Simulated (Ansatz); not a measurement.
# C₂HCl₂F₃: small, medium and large basis sets

One table from this session's results is given with a row withheld; the runs are named, their logs left out.

Method: one geometry, several basis sets; program: Ansatz 0.2.0, Gaussian basis.

The runs, in order: PBE0-D4/def2-SVP; ωB97M-V/def2-SVP; PBE0-D4/def2-QZVPP; ωB97M-V/def2-QZVPP; the functionals' def2-TZVPP values are taken from earlier runs.

### Structure used throughout

An earlier PBE0-D4 in a triple-zeta def2 set relaxation fixed the geometry.

SMILES `FC(F)(F)C(Cl)Cl`, 8 atoms, charge 0, spin multiplicity 1.

Atoms are counted from 1 here; the program's logs count them from 0.

Bond lengths: F1–C2 1.332 Å, C2–F3 1.332 Å, C2–F4 1.325 Å, C2–C5 1.533 Å, C5–Cl6 1.757 Å, C5–Cl7 1.757 Å, C5–H8 1.088 Å. Angles: F1–C2–F3 107.8°, F1–C2–F4 108.6°, F1–C2–C5 109.7°, F3–C2–F4 108.6°, F3–C2–C5 109.7°, F4–C2–C5 112.5°, C2–C5–Cl6 110.2°, C2–C5–Cl7 110.2°, C2–C5–H8 107.9°, Cl6–C5–Cl7 112.2°, Cl6–C5–H8 108.1°, Cl7–C5–H8 108.1°.

The first run:

File in.yaml:

```yaml
crystal:
  periodic: [false, false, false]
  atoms:
    - {symbol: F, position_ang: [-0.219016, -1.334750, 1.157113]}
    - {symbol: C, position_ang: [0.179787, -0.765065, 0.020535]}
    - {symbol: F, position_ang: [1.491717, -0.966376, -0.096562]}
    - {symbol: F, position_ang: [-0.430683, -1.366686, -0.989279]}
    - {symbol: C, position_ang: [-0.109666, 0.739518, 0.067645]}
    - {symbol: Cl, position_ang: [-1.826914, 1.018605, 0.310040]}
    - {symbol: Cl, position_ang: [0.490537, 1.517624, -1.388344]}
    - {symbol: H, position_ang: [0.424229, 1.157119, 0.918844]}
basis:
  gaussian: {orbitals: def2-SVP}
hamiltonian: {xc: pbe0, dispersion: d4}
output: {orbitals: {seedname: orbitals}}
```

Started as:

```bash
$ ansatz run in.yaml --threads 4 --pin off --events-out ev --progress --plain --max-ram 10444MiB
```

Steps of the session up to this table: PBE0-D4 in def2-SVP; ωB97M-V in def2-SVP; PBE0-D4 in def2-QZVPP; ωB97M-V in def2-QZVPP.

One table of the session follows, with a row left open; its other results are not shown here.

It belongs to the step «Functionals by basis». 

| functional | basis | HOMO (eV) | LUMO (eV) |
| --- | --- | --- | --- |
| PBE0-D4 | def2-SVP | -9.13 | 0.17 |
| PBE0-D4 | def2-TZVPP | -9.28 | -0.41 |
| PBE0-D4 | def2-QZVPP | ? | ? |
| ωB97M-V | def2-SVP | -11.35 | 2.57 |
| ωB97M-V | def2-TZVPP | -11.55 | 1.83 |
| ωB97M-V | def2-QZVPP | -11.61 | 1.44 |

Estimate the missing values for PBE0-D4, def2-QZVPP.

As computed: HOMO (eV): -9.32; LUMO (eV): -0.62. In the column «HOMO (eV)» it lies between ωB97M-V, def2-SVP (-11.35) and PBE0-D4, def2-TZVPP (-9.28).
